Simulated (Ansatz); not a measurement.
# SiGeH₃ (quartet): wave-function methods side by side, cc-pVDZ

How much of the correlation energy of SiGeH₃ (quartet) does each wave-function method recover here?

Method: cc-pVDZ, core rule «outside noble gas», up to 19 orbitals frozen; program: Ansatz 0.2.0, Gaussian basis.

To be run: UHF; CCSD(T) on ROHF; CCSD(T) on UHF; BCCD(T) on ROHF; CISD; CCSDT(Q) on ROHF; CCSDT(Q) on UHF.

20 further runs of the same task are left out: 5 that didn't finish, 15 set aside as unsound or not needed.

### Step 1. The system

The geometry is a PBE0/def2-TZVP stationary point (not a proven minimum) of the parent state, kept for this charge and spin. No spin-orbit coupling is included. The filled d shell of Ge may be among the frozen orbitals whatever the setting's name suggests; the logs give the count.

5 atoms, charge 0, spin multiplicity 4.

Atoms are counted from 1 here; the program's logs count them from 0.

Bond lengths: Si1–Ge2 2.323 Å, Si1–H3 1.524 Å, Ge2–H4 1.547 Å, Ge2–H5 1.546 Å. Angles: Ge2–Si1–H3 89.7°, Si1–Ge2–H4 127.4°, Si1–Ge2–H5 123.9°, H4–Ge2–H5 106.5°.

### Step 2. UHF

in.yaml reads:

```yaml
crystal:
  periodic: [false, false, false]
  atoms:
    - {symbol: Si, position_ang: [-0.029136, 0.091097, 1.686343]}
    - {symbol: Ge, position_ang: [0.012867, -0.015562, -0.633584]}
    - {symbol: H, position_ang: [0.234107, -1.409018, 1.752329]}
    - {symbol: H, position_ang: [-0.326649, -1.233564, -1.525626]}
    - {symbol: H, position_ang: [-0.022892, 1.225734, -1.554392]}
basis:
  gaussian: {orbitals: cc-pVDZ}
magnetization: {spin_polarized: true, initial_magnetization: 3}
hamiltonian: {xc: hf}
output: {orbitals: {seedname: orbitals}}
```

Started as:

```console
ansatz run in.yaml --threads 1 --pin off --events-out ev --progress --plain --max-ram 2393MiB
```

Further steps of the session: CCSD(T) on ROHF; CCSD(T) on UHF; BCCD(T) on ROHF; CISD; CCSDT(Q) on ROHF; CCSDT(Q) on UHF.

Q: Predict the results of all the runs planned. Wanted: UCCSDT(Q) below the RHF energy; RMP2 from UCCSDT(Q); UMP2 from UCCSDT(Q); RCCSD from UCCSDT(Q); RCCSD(T) from UCCSDT(Q); UCCSD(T) from UCCSDT(Q); RCCSDT(Q) from UCCSDT(Q); T1 diagnostic.

**Answer**, as computed:

| quantity | value |
| --- | --- |
| UCCSDT(Q) below the RHF energy | -5.3082 eV |
| RMP2 from UCCSDT(Q) | +1231.0 meV |
| UMP2 from UCCSDT(Q) | +1225.1 meV |
| RCCSD from UCCSDT(Q) | +184.9 meV |
| RCCSD(T) from UCCSDT(Q) | +45.5 meV |
| UCCSD(T) from UCCSDT(Q) | +40.8 meV |
| RCCSDT(Q) from UCCSDT(Q) | +5.1 meV |
| levels within 1 kcal/mol (43 meV) | UCCSD(T), RCCSDT, UCCSDT, RCCSDT(Q) |
| T1 diagnostic | 0.025 |

In words: RCCSD(T) lands +45.5 meV from the yardstick (0.9 % of the correlation energy). These misses are within one basis, not against nature; the frozen cores of restricted and unrestricted runs differ, which can shift their rows.
